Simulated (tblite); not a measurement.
# C2H10OS2Si2: the cost of one run

Computed with tblite 0.8.0 and PySCF 2.14.0, with density-fitted response routines of our own, on a single molecule in the gas phase. Atoms are numbered from 0 throughout.

## (1) Starting geometry

17 atoms, charge 0, multiplicity 1; geometry from: force field or distance geometry start.

Bonds of the start (Å): C0–S1 1.80, S1–Si2 2.19, Si2–O3 1.66, O3–C4 1.36, C4–S5 1.77, S5–Si6 2.10, C0–H7 1.12, C0–H8 1.09, C0–H9 1.13, Si2–H10 1.45, Si2–H11 1.49, C4–H12 1.12, C4–H13 1.13, Si6–H14 1.46, Si6–H15 1.47, Si6–H16 1.47.

## (2) Optimising the geometry with GFN2-xTB

What the job is given:

```
{"job": {"kind": "relax", "xc": "GFN2-xTB", "basis": "xTB"}, "charge": 0, "multiplicity": 1}
C     -3.190000     1.442300     0.426700
S     -2.758000    -0.266800     0.082300
Si    -0.594900    -0.381100    -0.226000
O     -0.072000    -1.635500     0.733500
C      1.187700    -2.124000     0.567900
S      2.465000    -0.930600     0.824700
Si     2.655400     0.668400    -0.528100
H     -3.645800     1.476200     1.446700
H     -2.338700     2.119300     0.434700
H     -3.980100     1.741600    -0.320200
H     -0.025900     0.907600     0.096300
H     -0.411800    -0.615500    -1.685100
H      1.299000    -2.709600    -0.385300
H      1.335500    -2.925400     1.348100
H      1.671000     0.530300    -1.598100
H      4.011900     0.767200    -1.080800
H      2.384700     1.947700     0.151600
```

The run is started by

```console
$ OMP_NUM_THREADS=1 python probes_run.py task.json out
```

This one command runs all jobs of the session in turn.

**Question.** How long does this first job take on 1 thread of Arm Neoverse N1, shared host, and how much memory does it need?

About 4.6 s, with a peak of 0.18 GiB.
